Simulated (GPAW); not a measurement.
PmO:

```
Pm O
1.0
     3.15591    0.00000    0.00000
    -1.57796    2.73310    0.00000
     0.00000    0.00000    3.08001
Pm O
1 1
Direct
  0.00000 0.00000 0.00000
  0.66667 0.33333 0.50000
```

The cell comes from a database or a generator and needn't be the stable form of this composition.

Base run:

| Property | Result |
| --- | --- |
| Program | GPAW 26.7.0 |
| Functional | LDA |
| Potentials or basis | the program's PAW data sets (release 1.2.1) made for this functional |
| Cutoff | 600 eV |
| Basis | pw |
| k mesh | 7 × 7 × 6 |
| Occupations | gaussian, width 0.05 eV |
| Spin | collinear spin, ferromagnetic start |
| Starting moments | [4.0, 0.0] μB |
| Hubbard terms | Pm f U = 5 eV |

Its results: band gap on the k mesh none (metal or under the smearing width); pressure 21.7 GPa; net moment 4.80 μB per cell; site moments Pm +4.46; O -0.04 μB.

The run is repeated on the same cell with these changes: start of the occupation matrix from diagonal to random; cycles with the matrix held from 8 to 15. What comes out?

Band gap on the k mesh none (metal or under the smearing width); pressure 23.3 GPa; net moment 4.95 μB per cell; site moments Pm +4.61; O -0.04 μB.

Caveats: the cutoff is short for stress and forces, so pressures can be off by a GPa or more; one-centre terms of the f shell are cut off; the occupation matrix was held by a function in the script for the first cycles and then freed; the end state hangs on it; the magnetic or orbital state may not be the lowest; spin-orbit coupling is left out, which moves the levels of the heavy elements.
